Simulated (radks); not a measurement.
**Ho⁴⁺ in [Xe] 4f8.75 6p0.25: an all-electron calculation**

Aim: the levels, the sizes of the orbitals and the parts of the energy of the holmium ion Ho4+.

Method: Dirac Kohn-Sham, PBE, spin-unpolarised, spherical densities, point nucleus; open shells are shared between the two j in proportion to 2j + 1. Code: radks (a radial shooting solver on a logarithmic mesh, Libxc functionals) version 1.

### Step 1. Starting point

* element: holmium (Z = 67)
* charge: +4
* electrons: 63
* configuration: [Xe] 4f8.75 6p0.25

### Step 2. The run

Input:

```text
Z 67
configuration [Xe] 4f8.75 6p0.25 6s0 5d0
relativity Dirac
functional pbe,pbe
spin unpolarised
j_filling average
nucleus point
c 137.035999084
```

Command:

```sh
> python run_ks.py task.json out
```

All runs below come from this command, one after another.

What does the calculation give?

As calculated:

| quantity | value |
| --- | --- |
| total energy | -12624.9066 hartree |
| exchange-correlation share of it | 2.14 % |
| −T/E | 1.1006 |
| highest occupied level | 6p3/2, -26.837 eV |
| most extended occupied level | 6p3/2, <r> = 3.22 bohr |
| radius at density 0.001 e/bohr³ | 3.33 bohr |
| maxima of the radial density | 4 |

**Reading.** 6 principal shells are occupied and 4 maxima appear in the radial density; where shells overlap, one shows as a shoulder or not at all. −T/E is 1.101: with relativity the kinetic term as defined here no longer equals −E. This is not the tabulated ground configuration, so its levels and sizes aren't those of the ground state, and no measured value stands beside it.
